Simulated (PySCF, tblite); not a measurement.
**C3H8B2OSi: geometry, infrared bands and NMR shifts**

Aim: predict the infrared bands and NMR shifts of C3H8B2OSi (`BBC1=C(O[SiH3])C1`).

Programs: tblite 0.8.0 and PySCF 2.14.0, with density-fitted response routines of our own. Each step states its level of theory. These are calculated values for one molecule in the gas phase, unless marked as measured. Atoms are numbered from 0 throughout.

## 1. Starting geometry

15 atoms, charge 0, multiplicity 1; geometry from: force field or distance geometry start.

Bonds of the start (Å): B0–B1 1.67, B1–C2 1.54, C2–C3 1.46, C3–O4 1.40, O4–Si5 1.73, C3–C6 1.39, C6–C2 1.41, B0–H7 1.18, B0–H8 1.18, B1–H9 1.18, Si5–H10 1.47, Si5–H11 1.47, Si5–H12 1.47, C6–H13 1.11, C6–H14 1.10.

## 2. Relaxing the molecule with GFN2-xTB

The job: settings as JSON, then the geometry in Å.

```
{"job": {"kind": "relax", "xc": "GFN2-xTB", "basis": "xTB"}, "charge": 0, "multiplicity": 1}
B      1.824900    -1.520000     0.603200
B      1.962200    -0.091600    -0.244000
C      0.737500     0.809700    -0.485800
C     -0.684800     1.106000    -0.361600
O     -1.954000     0.763300     0.111300
Si    -2.219100    -0.705500     0.990500
C      0.169400     1.975500    -1.032800
H      0.772300    -1.854000     1.024000
H      2.771500    -2.197000     0.788800
H      3.021300     0.229900    -0.638900
H     -1.832400    -1.856500     0.159400
H     -1.399600    -0.692300     2.216700
H     -3.640300    -0.811500     1.364500
H      0.413100     2.895100    -0.465900
H      0.053500     1.956900    -2.130500
```

The run is started by

```
$ OMP_NUM_THREADS=1 python probes_run.py task.json out
```

One launch serves the whole session: the jobs run in the order shown.

**Question.** This job is followed by: GFN2-xTB harmonic vibrations, gas phase; GIAO PBE0/pcSseg-1 NMR shielding, non-relativistic, gas phase. Predict these results of the whole session: strongest single infrared mode (GFN2-xTB); zero-point energy (GFN2-xTB); 13C shifts against TMS (PBE0/pcSseg-1); 1H shifts against TMS (PBE0/pcSseg-1, means over atoms taken as alike); 11B shifts against BF3·OEt2 (PBE0/pcSseg-1); 17O shifts against H2O (PBE0/pcSseg-1); 29Si shifts against TMS (PBE0/pcSseg-1).

**Answer**, as computed:

```
                                                              quantity                        value
                             strongest single infrared mode (GFN2-xTB)        1872 cm⁻¹, 620 km/mol
                                          zero-point energy (GFN2-xTB)                60.7 kcal/mol
                                13C shifts against TMS (PBE0/pcSseg-1)        182.7, 87.3, 19.6 ppm
1H shifts against TMS (PBE0/pcSseg-1, means over atoms taken as alike)  10.18, 8.08, 5.08, 1.74 ppm
                           11B shifts against BF3·OEt2 (PBE0/pcSseg-1)              108.6, 73.8 ppm
                                17O shifts against H2O (PBE0/pcSseg-1)                    120.0 ppm
                               29Si shifts against TMS (PBE0/pcSseg-1)                    -32.2 ppm
```

**Reading.** Over 117 steps the energy fell by 1.735 eV; of the close pairs, C2–C3 changed most, 1.458 to 1.319 Å. No mode is imaginary among the 39: a minimum at this level. The strongest single mode, at 1872 cm⁻¹, moves mainly C3 and C2. GFN2-xTB is a fitted tight-binding method: band positions and strengths are rough. Its intensities can rank the bands wrongly. C3 (alkene carbon bearing oxygen) lies farthest downfield among carbon, at 182.7 ppm; an sp2 carbon further deshielded by the attached heteroatom. At PBE0/pcSseg-1: Shielding is most anisotropic at O4 (span 306 ppm, paramagnetic term -178 ppm).
